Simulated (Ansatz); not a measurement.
# CH₅GeO (charge -1), SMILES C[O][GeH2-]: a ladder of basis sets

With Ansatz 0.2.0, Python API.

Typed at the interpreter:
```pycon
>>> import warnings
>>> import ansatz as az
>>> warnings.simplefilter("ignore", az.DeckWarning)
>>> geometry_ang = [
...     ("C", (-1.1615, -0.1059, 0.099)),
...     ("O", (-0.1079, -0.4178, -0.7741)),
...     ("Ge", (1.4321, -0.1215, 0.1095)),
...     ("H", (-2.1211, -0.285, -0.428)),
...     ("H", (-1.1363, 0.9673, 0.3924)),
...     ("H", (-1.1462, -0.7615, 0.9982)),
...     ("H", (2.6173, -0.6776, -0.7201)),
...     ("H", (1.6236, 1.402, 0.3232)),
... ]
>>> molecule = az.Crystal.molecule()
>>> for symbol, xyz in geometry_ang:
...     molecule = molecule.atom(symbol, xyz)
...
>>> setup = molecule.calculation().functional("pbe0").charge(-1)
>>> energies = {}
>>> for basis in ["cc-pVDZ", "cc-pVTZ"]:
...     r = setup.basis(gaussian=basis).run(threads=1, pin="off").report
...     size = r["n_frozen"] + r["n_occupied"][0] + r["n_virtual"][0]
...     energies[basis] = (r["reference_energy_ev"] / 27.211386246, r["free_energy_ev"] / 27.211386246)
...     print(f"{basis:14s} {size:4d} orbitals  reference {energies[basis][0]:14.6f} Ha  total {energies[basis][1]:14.6f} Ha")
...
cc-pVDZ          80 orbitals  reference   -2192.887711 Ha  total   -2192.887711 Ha
cc-pVTZ         173 orbitals  reference   -2193.008593 Ha  total   -2193.008593 Ha
>>> last = energies["cc-pVTZ"][1]
>>> for basis, (_, total) in energies.items():
...     print(f"{basis:14s} lies {27.211386 * (total - last):9.4f} eV above cc-pVTZ")
...
cc-pVDZ        lies    3.2894 eV above cc-pVTZ
cc-pVTZ        lies    0.0000 eV above cc-pVTZ
```

Against cc-pVDZ: cc-pVTZ -120.9 mHa. The last step alone is -120.88 mHa. From the first set to the last the time grows from 2.8 to 6.2 s.

Notes:
- The drop along the ladder measures the basis error, and is no property of the molecule.
- The geometry is a force-field or estimated start, not a minimum of this method, and the last set is no limit. Much of the fall in a total is atomic energy, which cancels in bond and reaction energies.
- Anions want diffuse functions, which this basis lacks.
- The whole script took 9.5 s on 1 thread of Arm Neoverse V1 (shared host), peak memory 0.4 GiB.
